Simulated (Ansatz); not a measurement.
**Ir (sc type): how the settings move a single-point run**

How sensitive is a single-point run of Ir (sc type) to its settings? A reference run comes first, then one run with altered input.

Computed with Ansatz 0.2.0 (reference: DFT, LDA, all-electron LAPW, scalar-relativistic, unless a step's input says otherwise).

1 further run of the same task is left out (it didn't finish). Runs told in other sessions of the task aren't counted.

### 1 The starting structure

The structure is cubic, space group Pm-3m (No. 221). Conventional cell: a = 2.032 Å, b = 2.032 Å, c = 2.032 Å, α = 90.00°, β = 90.00°, γ = 90.00°. Ir (site symmetry m-3m) has 6 Ir at 2.03 Å in its first shell of neighbours.

Structure file:

```
CELL_PARAMETERS angstrom
2.03192 0.00000 0.00000
0.00000 2.03192 0.00000
0.00000 0.00000 2.03192
ATOMIC_POSITIONS crystal
Ir 0.00000 0.00000 0.00000
```

### 2 The reference run

The input, input.yaml:

```yaml
crystal:
  lattice:
    - [2.031920885, 0.0, 0.0]
    - [0.0, 2.031920885, 0.0]
    - [0.0, 0.0, 2.031920885]
  atoms:
    - { symbol: Ir, position: [0.0, 0.0, 0.0] }
kpoints:
  mp_grid: { grid: [15, 15, 15] }
scf:
  occupations: { method: fermi_dirac, width: 0.1 }
hamiltonian:
  xc: lda
  pseudopotentials: { kind: all_electron, lapw: { basis_error: 0.001 } }
output:
  forces: true
  stress: true
  eigenvalues: true
  populations: true
```

Launch:

```sh
$ ansatz run input.yaml --threads 1 --pin off --max-ram 2048MiB --backend cpu --events-out ev --progress --plain --runs-dir out
```

From the output:

```text
[...]
Basis set: ecut = 593.553106295826 eV, 257 PW (Γ), exchange–correlation at level 2
[...]
k-points: 120 of 3375
[...]
SCF iter   1: F=—  HF=-484741.741957 eV  |F-HF|=—  |Δ(HF+E_count)|=         —  Δρ=4.75e-2  dr2=1.52e-1  ethr=3.11e-4  ⟨swp⟩=3.0  Hψ=22769  notcnv=0
preconditioner: auto → none  [metal: Δε(μ)=0.078 eV  Ē_g=58.378 eV  σ=0.100 eV  W_gap=0.19  n_scr=6 (ndim 8)  ℏωp=69.0 eV  f_vac=0.000  D(μ)=0.52/eV (n_scr^D=6)  sad-step TF]
SCF iter   2: F=—  HF=-484741.691321 eV  |F-HF|=—  |Δ(HF+E_count)|=   5.06e-2  Δρ=3.22e-2  dr2=7.24e-2  ethr=3.11e-4  ⟨swp⟩=2.0  Hψ=10308  notcnv=0
[...]
SCF iter   6: F=—  HF=-484741.660028 eV  |F-HF|=—  |Δ(HF+E_count)|=   1.06e-4  Δρ=1.25e-4  dr2=1.20e-6  ethr=6.53e-8  ⟨swp⟩=2.0  Hψ=10282  notcnv=0
SCF iter   7: F=-484741.660023 eV  HF=-484741.660023 eV  |F-HF|=1.01e-7  |Δ(HF+E_count)|=   4.24e-6  Δρ=1.24e-5  dr2=1.16e-8  ethr=2.44e-9  ⟨swp⟩=2.0  Hψ=10282  notcnv=0
[...]
SCF converged after 7 iterations
Free energy (F): -484741.660023 eV
[...]
E sigma→0 (E₀):  -484741.652915 eV
[...]
Fermi energy:    57.476069 eV
[...]
  P = ⅓ Tr σ = 871.2973 GPa (8712.973 kbar)
[...]
```

Run time: 21 s. Hardware: 1 thread of Arm Neoverse V2, shared host; peak memory 0.39 GiB.

### 3 Changed: mp_grid.shift [0.5, 0.5, 0.5], occupations.method methfessel_paxton

input.yaml: that of step 2 with these lines changed.

```diff
@@ -8,5 +8,5 @@
 kpoints:
-  mp_grid: { grid: [15, 15, 15] }
+  mp_grid: { grid: [15, 15, 15], shift: [0.5, 0.5, 0.5] }
 scf:
-  occupations: { method: fermi_dirac, width: 0.1 }
+  occupations: { method: methfessel_paxton, width: 0.1 }
 hamiltonian:
```

Launch:

```sh
$ ansatz run input.yaml --threads 1 --pin off --max-ram 2048MiB --backend cpu --events-out ev --progress --plain --runs-dir out
```

What it wrote, cut to the lines that bear on the results:

```text
Ir: projections on atomic orbitals take those of the free atom 1s2 2s2 2p6 3s2 3p6 3d10 4s2 4p6 4d10 4f14 5s2 5p6 5d7 6s2, of charge +0.00 (hamiltonian.pseudopotentials.projection_atoms)
LAPW: plane waves up to 12.482 Å⁻¹, error target 1.0e-3 eV per atom; small_component_spin mean_spin; Ir in spheres of 1.016 Å, 49 of its electrons in bands, Dirac shells []
[...]
Pseudopotentials: kind: all_electron
Pseudopotential: Ir, LAPW, valence charge 49, Koelling and Harmon's equation, gaussian nucleus
Functional definition: SPW92
[...]
Crystal: 1 atoms, lattice volume = 8.389 Å³
Basis set: ecut = 593.553106295826 eV, 257 PW (Γ), exchange–correlation at level 2
Bands: 30, of which v1, the nominal top of the filled ones, is band 25 counted from 1 (24 counted from 0)
Symmetry: 48 space group operations
Space group: Pm-3m (ITA 221), of the structure as read, at distance tolerance 2.0e-5 Å
k-points: 120 of 3375
[...]
SCF iter   1: F=—  HF=-484741.695723 eV  |F-HF|=—  |Δ(HF+E_count)|=         —  Δρ=4.91e-2  dr2=1.60e-1  ethr=3.27e-4  ⟨swp⟩=2.9  Hψ=22847  notcnv=0
[...]
the basis was enlarged: its passes take 146.9 KiB over the memory plan, 1 of 1 planned eigensolver slots
[...]
SCF iter   7: F=-484741.613768 eV  HF=-484741.613768 eV  |F-HF|=4.34e-8  |Δ(HF+E_count)|=   2.33e-6  S|Δr|=    0.00e0  Δρ=8.07e-6  dr2=4.86e-9  ethr=1.04e-9  ⟨swp⟩=2.0  Hψ=10253  notcnv=0
[...]
SCF converged after 7 iterations
Stability not checked: this state was not tested for a lower state beside it, because cold or Methfessel-Paxton smearing, or corrected tetrahedra, fill the levels in a way that the test cannot read (fill_not_monotonic; see scf.lower_state_search)
Free energy (F): -484741.613768 eV
[...]
E sigma→0 (E₀):  -484741.613835 eV
Entropy (-TS):   0.000271 eV (0.271 meV/atom)
Fermi energy:    57.470051 eV
[...]
--- Forces (eV/Å), atoms counted from 1 ---
  atom   1  Ir    -0.00000000     0.00000000    -0.00000000
[...]
--- Stress (GPa, compression-positive) ---
      872.824370       0.000000       0.000000
        0.000000     872.824370       0.000000
        0.000000       0.000000     872.824370
  P = ⅓ Tr σ = 872.8244 GPa (8728.244 kbar)
--- Band table (eV; the first three rows and the last of 120) ---
[...]
--- Löwdin populations: 1 site ---
  site symbol       q [e]
     0     Ir     76.8491
  spilling = 0.001960 (of n_electrons = 77.000000)
```

Run time: 22 s. Hardware: 1 thread of Arm Neoverse V2, shared host; peak memory 0.39 GiB.

Changing the k-point mesh and smearing moves the energy by +39.1 meV/atom (σ→0 values), and the pressure goes from 871.3 to 872.8 GPa. More than one kind of setting changed, and this run alone doesn't tell their shares apart.

### 4 Side by side

```tsv
run	ending	energy change	pressure (GPa)	gap (eV)	force (eV/Å)	cycles	time
reference	converged	0	871.3	0.00	0.00	7	21 s
1: mp_grid.shift [0.5, 0.5, 0.5], occupations.method methfessel_paxton	converged	+39.1 meV/atom (σ→0)	872.8	0.00	0.00	7	22 s
```

Residual by cycle in the longest SCF loop of each run; runs are numbered as in the table. The quantity is the density residual dr2, in eV.

```tsv
cycle	reference	run 1
1	0.152	0.16
2	0.0724	0.0729
3	1.4e-4	2.2e-4
4	2.3e-4	1.2e-4
5	3.2e-5	1.5e-5
6	1.2e-6	5.1e-7
7	1.2e-8	4.9e-9
```

**Reading.** Changing the k-point mesh and smearing moves the energy by +39.1 meV/atom (σ→0 values), and the pressure goes from 871.3 to 872.8 GPa. More than one kind of setting changed, and this run alone doesn't tell their shares apart. The structure is not at rest: the sound run finds 871 GPa, so these are no properties of the relaxed crystal. 
